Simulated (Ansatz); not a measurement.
**SiNH2Cl2 (SMILES [NH][SiH](Cl)Cl) at 5 levels**

We compute a comparison of 5 runs (UHF/STO-3G, UHF/6-31+G*, UB3LYP/6-31G*, UPBE0/6-311G**, ROCCSDT/ANO-RCC-MB) of SiNH2Cl2. 

The calculation is run with Ansatz 0.2.0.

1 further run of the same task is left out (for a known fault of the program).

### 1 Starting point

SiNH2Cl2: 6 atoms, total charge 0, spin state doublet. SMILES: `[NH][SiH](Cl)Cl`. The coordinates come from a PBE0-D4/def2-TZVP relaxation. This is one conformer, not always the lowest.

Bond lengths: N1–Si2 1.734 Å, Si2–Cl3 2.043 Å, Si2–Cl4 2.043 Å, N1–H5 1.023 Å, Si2–H6 1.469 Å. Angles: N1–Si2–Cl3 109.1°, N1–Si2–Cl4 109.2°, Cl3–Si2–Cl4 110.5°, N1–Si2–H6 110.8°, Cl3–Si2–H6 108.6°, Cl4–Si2–H6 108.6°, Si2–N1–H5 113.3°.

### 2 Energy and gradient at UHF/STO-3G (run 1)

in.yaml reads:

```yaml
crystal:
  periodic: [false, false, false]
  atoms:
    - {symbol: "N", position_ang: [1.403700, -0.215500, -0.163600]}
    - {symbol: Si, position_ang: [-0.241000, 0.041900, 0.320800]}
    - {symbol: Cl, position_ang: [-0.912300, 1.791200, -0.492500]}
    - {symbol: Cl, position_ang: [-1.382400, -1.527300, -0.317200]}
    - {symbol: H, position_ang: [1.520600, -0.288300, -1.176900]}
    - {symbol: H, position_ang: [-0.346400, 0.133900, 1.783200]}
basis:
  gaussian: {orbitals: STO-3G}
magnetization: {spin_polarized: true, initial_magnetization: 1}
hamiltonian: {xc: hf}
accuracy: high
output: {forces: true, orbitals: {seedname: orbitals}}
```

Run with:

```
$ ansatz run in.yaml --threads 1 --pin off --max-ram 2610MiB --events-out events.jsonl --progress --plain --runs-dir runs
```

What it wrote:

```text
Warning: RAYON_NUM_THREADS=1 ignored (pool sized by the plan → 1); use --threads N
Functional definition: HF
  name "HF"
  exchange = exact_x
  correlation = 0
667 factors; integrals over basis functions are off by at most 1.6e-8 eV
mean field evaluation 1: about -34005.1926 eV, gradient 1.5e1 eV
mean field evaluation 2: about -34005.2518 eV, gradient 1.5e1 eV
mean field evaluation 4: about -34007.3571 eV, gradient 8.7e-1 eV
mean field evaluation 8: about -34007.3687 eV, gradient 1.7e-2 eV
mean field evaluation 16: about -34006.8112 eV, gradient 1.4e0 eV
mean field evaluation 32: about -34005.9241 eV, gradient 1.7e0 eV
mean field -34007.36872695 eV, -1249.7477496930 hartree, gradient 6.5e-8 eV, S^2 0.758127; 0 other end points of the search recorded, 0 dependent functions left out
the calculation of the forces begins
reference -34007.36872695 eV, -1249.7477496930 hartree; 29, 28 occupied and 5, 6 virtual orbitals, 667 factors
Total energy: -34007.36872695 eV, -1249.7477496930 hartree
Atom 0 at     1.403700    -0.215500    -0.163600 Å, force     1.651152    -0.169037     1.133853 eV/Å
Atom 1 at    -0.241000     0.041900     0.320800 Å, force    -0.542312     0.199964     2.345433 eV/Å
Atom 2 at    -0.912300     1.791200    -0.492500 Å, force    -0.421978     0.910863    -0.446066 eV/Å
Atom 3 at    -1.382400    -1.527300    -0.317200 Å, force    -0.663065    -0.799395    -0.356139 eV/Å
Atom 4 at     1.520600    -0.288300    -1.176900 Å, force    -0.097817    -0.065100    -1.409637 eV/Å
Atom 5 at    -0.346400     0.133900     1.783200 Å, force     0.074021    -0.077295    -1.267443 eV/Å
Dipole moment:     0.257573    -0.030289     0.138155 e Å
```

Wall time 1.1 s (1 thread of Arm Neoverse V1, shared host).

### 3 Energy and forces at UHF/6-31+G(d) (spherical functions) (run 2)

job.yaml reads:

```yaml
basis:
  gaussian: {orbitals: 6-31+G_st_-spherical.json}
crystal:
  periodic: [false, false, false]
  atoms:
    - {symbol: N, position_ang: [1.403700, -0.215500, -0.163600]}
    - {symbol: Si, position_ang: [-0.241000, 0.041900, 0.320800]}
    - {symbol: Cl, position_ang: [-0.912300, 1.791200, -0.492500]}
    - {symbol: Cl, position_ang: [-1.382400, -1.527300, -0.317200]}
    - {symbol: H, position_ang: [1.520600, -0.288300, -1.176900]}
    - {symbol: H, position_ang: [-0.346400, 0.133900, 1.783200]}
magnetization: {spin_polarized: true, initial_magnetization: 1}
hamiltonian: {xc: hf}
accuracy: high
output: {forces: true, orbitals: {seedname: orbitals}}
```

The basis set 6-31+G* is read from a file made from the Basis Set Exchange's data (not shown).

Run with:

```
$ ansatz run job.yaml --threads 1 --pin off --max-ram 2610MiB --events-out events.jsonl --progress --plain --runs-dir runs
```

What it wrote:

```text
Warning: RAYON_NUM_THREADS=1 ignored (pool sized by the plan → 1); use --threads N
Functional definition: HF
  name "HF"
  exchange = exact_x
  correlation = 0
1827 factors; integrals over basis functions are off by at most 3.8e-9 eV
mean field evaluation 1: about -34380.6949 eV, gradient 1.9e1 eV
mean field evaluation 2: about -34380.8080 eV, gradient 1.9e1 eV
mean field evaluation 4: about -34383.4063 eV, gradient 2.4e0 eV
mean field evaluation 8: about -34383.4928 eV, gradient 2.8e-1 eV
mean field evaluation 16: about -34383.4944 eV, gradient 2.8e-8 eV
mean field evaluation 32: about -34382.3588 eV, gradient 6.1e-1 eV
mean field evaluation 64: about -34381.8093 eV, gradient 4.3e0 eV
mean field -34383.49436646 eV, -1263.5701119977 hartree, gradient 2.2e-8 eV, S^2 0.758084; 0 other end points of the search recorded, 0 dependent functions left out
the calculation of the forces begins
reference -34383.49436646 eV, -1263.5701119977 hartree; 29, 28 occupied and 59, 60 virtual orbitals, 1827 factors
Total energy: -34383.49436646 eV, -1263.5701119977 hartree
Atom 0 at     1.403700    -0.215500    -0.163600 Å, force     0.161282    -0.067945    -0.791949 eV/Å
Atom 1 at    -0.241000     0.041900     0.320800 Å, force    -0.129783     0.057425     0.707006 eV/Å
Atom 2 at    -0.912300     1.791200    -0.492500 Å, force    -0.062313     0.117938    -0.076407 eV/Å
Atom 3 at    -1.382400    -1.527300    -0.317200 Å, force    -0.092778    -0.103764    -0.064969 eV/Å
Atom 4 at     1.520600    -0.288300    -1.176900 Å, force     0.115882     0.015861     0.573321 eV/Å
Atom 5 at    -0.346400     0.133900     1.783200 Å, force     0.007710    -0.019514    -0.347001 eV/Å
Dipole moment:     0.076579    -0.015669    -0.066329 e Å
```

Wall time 12 s (1 thread of Arm Neoverse V1, shared host); peak memory 0.37 GiB.

Runs 3 to 4 aren't shown in full; the table further down has their settings and results.

### 4 The energy at ROCCSDT/ANO-RCC-MB (density fitting with def2-universal-jkfit, cc-pVDZ-rifit for correlation) (run 5)

run.yaml reads:

```yaml
basis:
  gaussian:
    orbitals: ANO-RCC-MB.json
    fitting: {mean_field: def2-universal-jkfit, correlation: cc-pVDZ-rifit.json}
crystal:
  periodic: [false, false, false]
  atoms:
    - {symbol: N, position_ang: [1.403700, -0.215500, -0.163600]}
    - {symbol: Si, position_ang: [-0.241000, 0.041900, 0.320800]}
    - {symbol: Cl, position_ang: [-0.912300, 1.791200, -0.492500]}
    - {symbol: Cl, position_ang: [-1.382400, -1.527300, -0.317200]}
    - {symbol: H, position_ang: [1.520600, -0.288300, -1.176900]}
    - {symbol: H, position_ang: [-0.346400, 0.133900, 1.783200]}
magnetization:
  spin_polarized: false
  initial_magnetization: 1
hamiltonian:
  pseudopotentials: {relativity: none}
correlation:
  method: ccsdt
  frozen_orbitals: {Cl: 5, H: 0, "N": 1, Si: 5}
```

The basis set ANO-RCC-MB is read from a file made from the Basis Set Exchange's data (not shown).

Run with:

```
$ ansatz run run.yaml --threads 1 --pin off --max-ram 2610MiB --events-out events.jsonl --progress --plain --runs-dir runs
```

What it wrote:

```text
Warning: RAYON_NUM_THREADS=1 ignored (pool sized by the plan → 1); use --threads N
Functional definition: HF
  name "HF"
  exchange = exact_x
  correlation = 0
497 factors; integrals over basis functions are off by at most 1.1e-3 eV
312 factors; integrals over basis functions are off by at most 4.1e-1 eV
mean field evaluation 1: about -34351.3946 eV, gradient 1.4e1 eV
mean field evaluation 2: about -34352.6578 eV, gradient 2.6e0 eV
mean field evaluation 4: about -34352.7253 eV, gradient 4.9e-1 eV
mean field evaluation 8: about -34351.3934 eV, gradient 1.4e1 eV
mean field evaluation 16: about -34352.2857 eV, gradient 1.8e0 eV
mean field evaluation 32: about -34351.7276 eV, gradient 3.6e0 eV
mean field -34352.72764698 eV, -1262.4394559115 hartree, gradient 1.4e-6 eV, S^2 0.750000; 5 other end points of the search recorded, 0 dependent functions left out
mean field evaluation 64: about -34351.4145 eV, gradient 1.0e1 eV
determinant -34352.72764698 eV, -1262.4394559115 hartree, with singles and doubles -34355.39319050 eV, -1262.5374128290 hartree
determinant -34351.87801562 eV, -1262.4082325348 hartree, with singles and doubles -34354.52566087 eV, -1262.5055317031 hartree
16 core orbitals not correlated: weight in the atoms' cores, before any rotation towards them, 1.000 or more for the frozen orbitals, at most 0.000 for the correlated occupied ones
reference -34352.72764698 eV, -1262.4394559115 hartree; 13, 12 occupied and 5, 6 virtual orbitals, 312 factors
second order -1.99809667 eV of doubles, -0.02776421 eV of singles
cycle   1  -2.41395892 eV  change   -3.9e-1 eV  update   7.4e-2
cycle   2  -2.64827019 eV  change   -2.3e-1 eV  update   3.1e-2
cycle   3  -2.73595183 eV  change   -8.8e-2 eV  update   1.8e-2
cycle   4  -2.74687260 eV  change   -1.1e-2 eV  update   6.7e-3
cycle   5  -2.75036688 eV  change   -3.5e-3 eV  update   4.1e-3
cycle   6  -2.75023398 eV  change    1.3e-4 eV  update   1.8e-3
cycle   7  -2.75044723 eV  change   -2.1e-4 eV  update   8.6e-4
cycle   8  -2.75075238 eV  change   -3.1e-4 eV  update   4.2e-4
cycle   9  -2.75083807 eV  change   -8.6e-5 eV  update   1.9e-4
cycle  10  -2.75084588 eV  change   -7.8e-6 eV  update   9.6e-5
cycle  11  -2.75079881 eV  change    4.7e-5 eV  update   5.6e-5
cycle  12  -2.75079518 eV  change    3.6e-6 eV  update   2.7e-5
cycle  13  -2.75080279 eV  change   -7.6e-6 eV  update   1.4e-5
cycle  14  -2.75081087 eV  change   -8.1e-6 eV  update   7.7e-6
cycle  15  -2.75081672 eV  change   -5.8e-6 eV  update   5.1e-6
cycle  16  -2.75081901 eV  change   -2.3e-6 eV  update   3.8e-6
cycle  17  -2.75081815 eV  change    8.6e-7 eV  update   3.0e-6
WARN: the results are in doubt because the basis set is contracted for relativity, which is off
Total energy: -34355.47846513 eV, -1262.5405466139 hartree
In doubt: the basis set is contracted for relativity, which is off
```

Run time: 3.9 s. Hardware: 1 thread of Arm Neoverse V1, shared host.

### 5 All runs side by side

```csv
run,level,Cartesian functions,task,energy (Eh),dipole moment (D),HOMO energy (eV),LUMO energy (eV),wall time
1,UHF/STO-3G,no,gradient,-1249.747750,1.41,-9.63,5.71,1.1 s
2,UHF/6-31+G* (spherical functions),no,gradient,-1263.570112,0.49,-12.19,0.67,12 s
3,UB3LYP/6-31G* (Cartesian functions),yes,gradient,-1265.886921,0.57,-8.25,-4.49,20 s
4,UPBE0/6-311G**,no,gradient,-1265.447596,0.57,-8.70,-4.25,24 s
5,"ROCCSDT/ANO-RCC-MB (density fitting with def2-universal-jkfit, cc-pVDZ-rifit for correlation)",no,energy,-1262.540547,–,–,–,3.9 s
```

### 6 Results

| quantity | value |
| --- | --- |
| run 5: total energy | -1262.54055 Eh |
| run 5: correlation energy (16 core orbitals frozen) | -101.1 mEh |
| run 5: ⟨S²⟩ of the reference determinant | 0.750 |
| run 5: T1 diagnostic | 0.013 |

**Reading.** Over runs 1, 2, 3, 4 the dipole moment (its size) runs from 0.49 D (UHF/6-31+G*) to 1.41 D (UHF/STO-3G). Totals of different functionals can't be ranked against each other. In runs 1, 5 the basis is minimal, so the values are rough. In run 5 relativity is left out where basis or elements ask for it. All runs together took 61 s, the longest 24 s.
